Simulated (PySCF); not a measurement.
**ClGeH4P: geometry, electronic excitations**

Aim: predict the electronic excitations of ClGeH4P (`[PH2][GeH2][Cl]`).

The runs use PySCF 2.14.0, with density-fitted response routines of our own; the level of theory stands in each step. All values are computed, except where a source is named. Atoms are numbered from 0 throughout.

## Step 1: The starting structure

7 atoms, charge 0, multiplicity 1; geometry from: GFN2-xTB. The atoms were then displaced at random by about 0.01 Å, so the start is not that level's minimum.

Bonds of the start (Å): P0–Ge1 2.34, Ge1–Cl2 2.13, P0–H3 1.41, P0–H4 1.40, Ge1–H5 1.51, Ge1–H6 1.51.

## Step 2: Optimising the geometry at PBE0-D3(BJ)/def2-SVP

The job: settings as JSON, then the geometry in Å.

```
{"job": {"xc": "PBE0", "basis": "def2-SVP", "d3": "d3bj", "grid": 1, "shake": 0.01, "kind": "geom"}, "charge": 0, "multiplicity": 1}
P      1.510610    -0.623420     0.301750
Ge    -0.777220    -0.208180     0.032200
Cl    -1.194200     1.745140    -0.697170
H      1.805540    -0.072510    -0.963530
H      1.678180     0.627330     0.903390
H     -1.439020    -1.147290    -0.953460
H     -1.549940    -0.350160     1.326890
```

Launch:

```console
> OMP_NUM_THREADS=1 python probes_run.py task.json out
```

This one command runs all jobs of the session in turn.

Standard output:

```text
step   0  E = -2879.94615830  max force = 0.015650
step   1  E = -2879.94868338  max force = 0.007000
step   2  E = -2879.94901136  max force = 0.002870
step   3  E = -2879.94903447  max force = 0.000617
step   4  E = -2879.94903389  max force = 0.000564
step   5  E = -2879.94903529  max force = 0.000607
step   6  E = -2879.94903856  max force = 0.000352
optimisation converged
```

Run time: 17 s. Hardware: 1 thread of Arm Neoverse V2, shared host; peak memory 0.36 GiB.

Along the way:

```
step  energy from step 0 (eV)  largest force component (eV/Å)
   0                   0.0000                          0.8048
   1                  -0.0687                          0.3600
   2                  -0.0776                          0.1476
   3                  -0.0783                          0.0317
   4                  -0.0782                          0.0290
   5                  -0.0783                          0.0312
   6                  -0.0784                          0.0181
```

Distances of close pairs at the start and the end, largest changes first:

```
   bond  before (Å)  after (Å)  change (Å)
Ge1–Cl2       2.126      2.170      +0.044
  P0–H4       1.398      1.428      +0.030
 P0–Ge1       2.341      2.312      -0.028
 Ge1–H5       1.514      1.537      +0.023
 Ge1–H6       1.514      1.537      +0.022
  P0–H3       1.411      1.428      +0.017
```

The final coordinates are the input of the step that follows.

```
                         at the end point                value
rotational constants (GHz, main isotopes)  7.257, 2.145, 1.717
                        dipole moment (D)                 1.16
```

## Step 3: Ultraviolet spectrum: PBE0/aug-cc-pVTZ

The job: settings as JSON, then the geometry in Å.

```
{"job": {"kind": "uv", "xc": "PBE0", "basis": "aug-cc-pVTZ"}, "charge": 0, "multiplicity": 1}
P      1.241866    -0.344972     0.075690
Ge    -1.058211    -0.173370    -0.090018
Cl    -1.662288     1.798876    -0.765353
H      1.452567     0.201486    -1.226798
H      1.366723     0.920672     0.725326
H     -1.590483    -1.180894    -1.121720
H     -1.709521    -0.381448     1.286419
```

Method: TDDFT PBE0/aug-cc-pVTZ, vertical, gas phase, core orbitals frozen in the response.

Standard output:

```text
coarse grid: 30032 points
cycle   1  E = -2880.4926074579  dE = -5.712e-01  |g| = 5.274e-01  |ddm| = 4.803e+00
cycle   2  E = -2880.4698303044  dE =  2.278e-02  |g| = 6.215e-01  |ddm| = 1.420e+00
cycle   3  E = -2880.5340413942  dE = -6.421e-02  |g| = 4.674e-02  |ddm| = 7.543e-01
cycle   4  E = -2880.5346229631  dE = -5.816e-04  |g| = 1.556e-02  |ddm| = 9.283e-02
cycle   5  E = -2880.5347014021  dE = -7.844e-05  |g| = 1.373e-03  |ddm| = 2.570e-02
cycle   6  E = -2880.5347018337  dE = -4.316e-07  |g| = 3.838e-04  |ddm| = 2.410e-03
final grid: 58200 points
cycle   7  E = -2880.5346508168  dE = -3.871e-08  |g| = 3.738e-04  |ddm| = 4.070e-03
cycle   8  E = -2880.5346508133  dE =  3.416e-09  |g| = 3.952e-04  |ddm| = 1.130e-03
cycle   9  E = -2880.5346508557  dE = -4.241e-08  |g| = 4.610e-05  |ddm| = 5.665e-04
cycle  10  E = -2880.5346508562  dE = -4.202e-10  |g| = 3.487e-06  |ddm| = 5.861e-05
converged SCF energy = -2880.5346508562

Static polarisability (au): isotropic 75.917, principal 63.266 71.880 92.607

Singlet excitations
state   eV       nm        f      main configurations
  1   5.9542    208.2   0.11332   H->L 0.90
  2   6.4727    191.5   0.06868   H->L+1 0.62, H->L+3 0.22, H->L+2 0.10
  3   6.4987    190.8   0.12194   H->L+2 0.43, H->L+1 0.29, H->L+3 0.19
  4   6.5125    190.4   0.01479   H-1->L 0.87
  5   6.5410    189.5   0.00712   H->L+3 0.56, H->L+2 0.33
  6   6.8915    179.9   0.01815   H-2->L 0.94
  7   7.4304    166.9   0.00102   H-1->L+2 0.81, H-1->L+1 0.11
  8   7.4943    165.4   0.01282   H->L+5 0.60, H->L+4 0.21, H->L+6 0.09
  9   7.5027    165.3   0.01666   H->L+4 0.58, H->L+5 0.22
 10   7.5597    164.0   0.00013   H-1->L+1 0.79, H-1->L+2 0.12

Triplet excitations (Tamm-Dancoff, eV): 4.8994 5.6794 6.0785 6.0909
```

It took 27 s on 1 thread of Arm Neoverse V2, shared host; peak memory 0.89 GiB.

The orbitals next to the gap, with their largest atomic shares:

```
orbital     eV                        atoms
 HOMO−3  -9.89  Cl2 34 %, P0 21 %, Ge1 20 %
 HOMO−2  -9.09  Cl2 40 %, P0 26 %, Ge1 15 %
 HOMO−1  -8.81   Cl2 68 %, Ge1 18 %, H6 7 %
   HOMO  -7.83  P0 47 %, Cl2 20 %, Ge1 13 %
   LUMO  -0.94  Ge1 28 %, P0 28 %, Cl2 20 %
 LUMO+1  -0.29   H3 26 %, H4 24 %, Ge1 20 %
 LUMO+2  -0.19   Ge1 41 %, P0 19 %, H5 15 %
```

With each of the 10 states as a Gaussian band of 0.4 eV half-width at 1/e, the curve within the window shown has maxima at 193 nm (ε 9,700) L/(mol cm). Beyond the last state computed it falls off for lack of states. The curve at chosen wavelengths:

nm, ε (L/mol/cm) and a bar:
```
      158        548 
      161        938 #
      164       1243 ##
      167       1359 ###
      170       1378 ###
      173       1560 ###
      176       2191 #####
      178       2950 ########
      181       4570 #############
      184       6504 ####################
      187       8267 #########################
      190       9395 #############################
      193       9696 ##############################
      196       9312 #############################
      199       8563 ##########################
      202       7728 ########################
      205       6924 #####################
      208       6133 ##################
      211       5295 ################
      213       4700 ##############
      216       3775 ###########
      219       2873 ########
      222       2069 #####
      225       1409 ###
      228        911 #
      231        560
```

Further results of this job:

```
           property  computed
  dipole moment (D)      1.41
polarisability (Å³)     11.25
 HOMO–LUMO gap (eV)      6.90
      −ε(HOMO) (eV)      7.83
```

## Step 4: TDDFT and polarisability: PBE0/def2-TZVPD

The job, as its differences from that of step 3:

```diff
@@ -1,2 +1,2 @@
-{"job": {"kind": "uv", "xc": "PBE0", "basis": "aug-cc-pVTZ"}, "charge": 0, "multiplicity": 1}
+{"job": {"kind": "uv", "xc": "PBE0", "basis": "def2-TZVPD"}, "charge": 0, "multiplicity": 1}
 P      1.241866    -0.344972     0.075690
```

Level: TDDFT PBE0/def2-TZVPD, vertical, gas phase, core orbitals frozen in the response.

Standard output:

```text
coarse grid: 30032 points
cycle   1  E = -2880.4347213097  dE = -5.785e-01  |g| = 6.962e-01  |ddm| = 2.031e+00
cycle   2  E = -2880.3996537432  dE =  3.507e-02  |g| = 8.841e-01  |ddm| = 9.165e-01
cycle   3  E = -2880.4850786315  dE = -8.542e-02  |g| = 4.378e-02  |ddm| = 5.386e-01
cycle   4  E = -2880.4854485730  dE = -3.699e-04  |g| = 1.943e-02  |ddm| = 4.872e-02
cycle   5  E = -2880.4855673074  dE = -1.187e-04  |g| = 2.340e-03  |ddm| = 1.921e-02
cycle   6  E = -2880.4855688241  dE = -1.517e-06  |g| = 4.017e-04  |ddm| = 2.295e-03
final grid: 58200 points
cycle   7  E = -2880.4855227109  dE = -3.223e-08  |g| = 3.757e-04  |ddm| = 1.745e-03
cycle   8  E = -2880.4855227151  dE = -4.187e-09  |g| = 3.600e-04  |ddm| = 7.504e-04
cycle   9  E = -2880.4855227519  dE = -3.677e-08  |g| = 2.522e-05  |ddm| = 3.743e-04
cycle  10  E = -2880.4855227520  dE = -1.423e-10  |g| = 3.935e-06  |ddm| = 2.626e-05
converged SCF energy = -2880.4855227520

Static polarisability (au): isotropic 75.644, principal 63.056 71.561 92.313

Singlet excitations
state   eV       nm        f      main configurations
  1   5.9818    207.3   0.12140   H->L 0.90
  2   6.4819    191.3   0.01261   H->L+3 0.72, H->L+2 0.13, H->L+1 0.09
  3   6.5223    190.1   0.00891   H-1->L 0.93
  4   6.6017    187.8   0.04450   H->L+1 0.78, H->L+3 0.15
  5   6.6708    185.9   0.14269   H->L+2 0.78
  6   6.9102    179.4   0.02812   H-2->L 0.93
  7   7.5421    164.4   0.00060   H-1->L+1 0.84, H-1->L+2 0.10
  8   7.6661    161.7   0.00745   H->L+5 0.45, H->L+4 0.23, H-3->L 0.08
  9   7.6814    161.4   0.01150   H-3->L 0.38, H->L+4 0.23, H->L+5 0.22
 10   7.6958    161.1   0.00228   H-3->L 0.45, H->L+4 0.44

Triplet excitations (Tamm-Dancoff, eV): 4.8796 5.6279 6.0779 6.1160
```

It took 15 s on 1 thread of Arm Neoverse V2, shared host; peak memory 0.81 GiB.

Key values: HOMO -7.83 eV, LUMO -0.89 eV; lowest singlet 5.98 eV.

## Step 5: Comparing the runs: electronic excitations

Excitations and ground-state properties, with basis size and wall time:

```
             run  lowest singlet (eV)  brightest (eV)      f  gap (eV)  α (Å³)  μ (D)  functions  time
PBE0/aug-cc-pVTZ                 5.95            6.50  0.122      6.90   11.25   1.41        251  27 s
 PBE0/def2-TZVPD                 5.98            6.67  0.143      6.93   11.21   1.42        179  15 s
```

## Step 6: Results

```
                                quantity                        value
    rotational constants (main isotopes)         7.26, 2.15, 1.72 GHz
       lowest singlet (PBE0/aug-cc-pVTZ)  5.95 eV (208 nm), f = 0.113
brightest single state of those computed  state 3, 6.50 eV, f = 0.122
                          lowest triplet                      4.90 eV
             range of the lowest singlet              5.95 to 5.98 eV
```

In words: Relaxing lowered the energy by 0.078 eV in 6 steps; the close pair that moved most is Ge1–Cl2, from 2.126 to 2.170 Å. The lowest singlet, at 5.95 eV, is HOMO→LUMO 0.90 and is bright; of the 10 states computed, the strongest absorption comes from states 2 to 4 together at 6.50 eV. The lowest triplet lies 1.05 eV below the lowest singlet (triplets in Tamm-Dancoff, singlets in full TDDFT). The lowest singlet runs from 5.95 eV (PBE0/aug-cc-pVTZ) to 5.98 eV (PBE0/def2-TZVPD), while the orbital gap spans 6.90 to 6.93 eV. The lowest state need not be the same one in every run.
